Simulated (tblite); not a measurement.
# BrH5OSi2: the cost of one run

Computed with tblite 0.8.0 and PySCF 2.14.0, with density-fitted response routines of our own, on a single molecule, in the gas phase or a continuum. Atoms are numbered from 0 throughout.

**1. The molecule as given**

9 atoms, charge 0, multiplicity 1; geometry from: force field or distance geometry start.

Bonds of the start (Å): Si0–O1 1.71, O1–Si2 1.74, Si2–Br3 2.26, Si0–H4 1.48, Si0–H5 1.45, Si0–H6 1.48, Si2–H7 1.47, Si2–H8 1.48.

**2. Relaxing the molecule with GFN2-xTB**

Job settings and geometry (Å):

```
{"job": {"kind": "relax", "xc": "GFN2-xTB", "basis": "xTB"}, "charge": 0, "multiplicity": 1}
Si    -1.434200    -0.094600    -0.222900
O      0.047700     0.173000    -1.033800
Si     1.337000     0.226500     0.140700
Br     2.933200    -1.151700    -0.668200
H     -2.255700     1.129200    -0.304100
H     -1.141500    -0.407500     1.166100
H     -2.199300    -1.196100    -0.856400
H      1.841100     1.593600     0.296300
H      0.885400    -0.266500     1.457100
```

Run with:

```bash
OMP_NUM_THREADS=1 python probes_run.py task.json out
```

The driver reads the jobs from task.json and runs them one after another.

Q: Estimate the wall time and peak memory of this first job on 1 thread of AMD EPYC, shared host.

About 1.2 s, with a peak of 0.18 GiB.
